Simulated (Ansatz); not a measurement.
I need a relaxation driven by ASE of Sc, space group Fm-3m. Use Ansatz 0.2.0, Python API. Level of theory (first run): r2SCAN, PAW, the default cutoff (500 eV here), 8×8×8 k-points, Gaussian smearing of 0.1 eV.

```
Sc
1.0
     0.00000    2.26000    2.26000
     2.26000    0.00000    2.26000
     2.26000    2.26000    0.00000
Sc
1
Direct
  0.00000 0.00000 0.00000
```

`run_ase_relax.py`
```python
"""ASE drives the relaxation of Sc."""

import warnings

import ansatz
from ase import Atoms
from ase.calculators.calculator import Calculator, all_changes
from ase.filters import FrechetCellFilter
from ase.optimize import BFGSLineSearch
from ase.units import GPa
import numpy as np


class PlaneWaves(Calculator):
    implemented_properties = ["energy", "free_energy", "forces", "stress"]

    def calculate(self, atoms=None, properties=("energy",), system_changes=all_changes):
        super().calculate(atoms, properties, system_changes)
        bare = self.atoms.copy()
        bare.set_constraint()
        bare.set_momenta(None)
        job = (
            ansatz.Crystal.from_ase(bare).calculation()
            .functional(ansatz.Functional.R2SCAN)
            .pseudopotentials("paw")
            .kpoints(8, 8, 8)
            .occupations("gaussian", width=0.1)
            .forces()
            .stress()
        )
        report = job.run(threads=1).report
        self.results["energy"] = self.results["free_energy"] = report["lagrangian_ev"]
        self.results["forces"] = np.array(report["forces_ev_ang"])
        s = -np.array(report["stress_gpa"]) * GPa  # ASE counts tension as positive
        self.results["stress"] = s[[0, 1, 2, 1, 0, 0], [0, 1, 2, 2, 2, 1]]


def main() -> None:
    warnings.simplefilter("ignore")
    atoms = Atoms(
        ["Sc"],
        cell=[[0.0, 2.26, 2.26], [2.26, 0.0, 2.26], [2.26, 2.26, 0.0]],
        scaled_positions=[
            [0.0, 0.0, 0.0],
        ],
        pbc=True,
    )
    atoms.calc = PlaneWaves()
    before = atoms.get_potential_energy(), atoms.get_volume()
    target = FrechetCellFilter(atoms)
    optimiser = BFGSLineSearch(target, logfile=None)


    def tell():
        fmax = np.linalg.norm(target.get_forces(), axis=1).max()
        print(f"step {optimiser.nsteps:2d}  E = {atoms.get_potential_energy():.5f} eV  fmax = {fmax:.4f}  V = {atoms.get_volume():.3f} A^3")


    optimiser.attach(tell)
    met = optimiser.run(fmax=0.02, steps=20)
    print("threshold met:", bool(met), " energy gained:", round(before[0] - atoms.get_potential_energy(), 5), "eV")
    print("cell lengths and angles:", np.round(atoms.cell.cellpar(), 3))
    print(np.round(atoms.get_scaled_positions(), 4))


if __name__ == "__main__":
    main()
```

```console
$ python run_ase_relax.py
step  0  E = -2140.48523 eV  fmax = 0.7188  V = 23.086 A^3
step  1  E = -2140.51591 eV  fmax = 0.0028  V = 25.152 A^3
threshold met: True  energy gained: 0.03068 eV
cell lengths and angles: [ 3.289  3.289  3.289 60.    60.    60.   ]
[[0. 0. 0.]]
```

What to keep in mind:
- Absolute energies stand on the zero of these potentials, so only differences at equal settings mean something. A total without «per atom» is that of the cell as typed.
- The calculator gives ASE the free energy under both names; ASE's own meaning of energy is the limit of zero smearing.
- The mesh is modest for a metal, so energies can be off by several to tens of meV an atom and pressures by half a GPa or more; differences at equal mesh fare better.
- This isn't the structure that Sc takes at ambient conditions.
- Wall time of the script: 4.1 s on 1 thread of Arm Neoverse V2, with other jobs on the host, peak memory 0.47 GiB.
